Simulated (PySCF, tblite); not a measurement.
# C3H7BF2O: geometry, infrared bands and NMR shifts

Aim: predict the infrared bands and NMR shifts of C3H7BF2O (`CCB(F)OCF`).

The runs use tblite 0.8.0 and PySCF 2.14.0, with density-fitted response routines of our own; the level of theory stands in each step. All values are computed, except where a source is named. Atoms are numbered from 0 throughout.

### 1 The molecule as given

14 atoms, charge 0, multiplicity 1; geometry from: force field or distance geometry start.

Bonds of the start (Å): C0–C1 1.49, C1–B2 1.57, B2–F3 1.48, B2–O4 1.49, O4–C5 1.40, C5–F6 1.37, C0–H7 1.12, C0–H8 1.09, C0–H9 1.12, C1–H10 1.13, C1–H11 1.12, C5–H12 1.12, C5–H13 1.10.

### 2 Optimising the geometry with GFN2-xTB

Job settings and geometry (Å):

```
{"job": {"kind": "relax", "xc": "GFN2-xTB", "basis": "xTB"}, "charge": 0, "multiplicity": 1}
C      2.353500     0.222900     0.400400
C      1.029000    -0.426800     0.634000
B     -0.227600     0.440100     0.250400
F     -0.504800     0.531200    -1.197800
O     -1.434800     0.081600     1.041900
C     -2.585500     0.021900     0.241200
F     -2.853200     1.219500    -0.366100
H      2.941400    -0.413200    -0.308300
H      2.323000     1.259300     0.066800
H      2.933100     0.193500     1.362400
H      0.951000    -0.672500     1.731500
H      0.985000    -1.411400     0.103200
H     -2.440200    -0.772300    -0.530300
H     -3.470500    -0.274100     0.828600
```

The run is started by

```sh
$ OMP_NUM_THREADS=1 python probes_run.py task.json out
```

The driver reads the jobs from task.json and runs them one after another.

**Question.** This job is followed by: GFN2-xTB harmonic vibrations, gas phase; GIAO PBE0/pcSseg-1 NMR shielding, non-relativistic, gas phase. What will the session give for the following? strongest single infrared mode (GFN2-xTB); zero-point energy (GFN2-xTB); ¹³C shifts against TMS (PBE0/pcSseg-1); ¹H shifts against TMS (PBE0/pcSseg-1, means over atoms taken as alike); ¹¹B shifts against BF3·OEt2 (PBE0/pcSseg-1); ¹⁹F shifts against CFCl3 (PBE0/pcSseg-1); ¹⁷O shifts against H2O (PBE0/pcSseg-1).

**Answer**, as computed:

| quantity | value |
| --- | --- |
| strongest single infrared mode (GFN2-xTB) | 1221 cm⁻¹, 254 km/mol |
| zero-point energy (GFN2-xTB) | 65.9 kcal/mol |
| ¹³C shifts against TMS (PBE0/pcSseg-1) | 99.4, 10.2, 9.3 ppm |
| ¹H shifts against TMS (PBE0/pcSseg-1, means over atoms taken as alike) | 6.06, 1.09, 1.00 ppm |
| ¹¹B shifts against BF3·OEt2 (PBE0/pcSseg-1) | 30.0 ppm |
| ¹⁹F shifts against CFCl3 (PBE0/pcSseg-1) | -97.3, -163.5 ppm |
| ¹⁷O shifts against H2O (PBE0/pcSseg-1) | 172.6 ppm |

What this shows: The optimisation took 103 steps and gained 1.501 eV; among the close pairs (by a distance rule), B2–O4 changed most, from 1.487 to 1.345 Å. No mode is imaginary among the 36: a minimum at this level. The strongest single mode, at 1221 cm⁻¹, is spread over many atoms; the largest shares are those of B2, H13. GFN2-xTB is a fitted tight-binding method: band positions and strengths are rough. Its intensities can rank the bands wrongly. H12, H13 (mean) (hydrogen on an sp3 CH2 bonded to F and O) lies farthest downfield among hydrogen, at 6.06 ppm; its carbon carries F and O, which withdraws density. At PBE0/pcSseg-1: Shielding is most anisotropic at F3 (span 358 ppm, paramagnetic term -204 ppm).
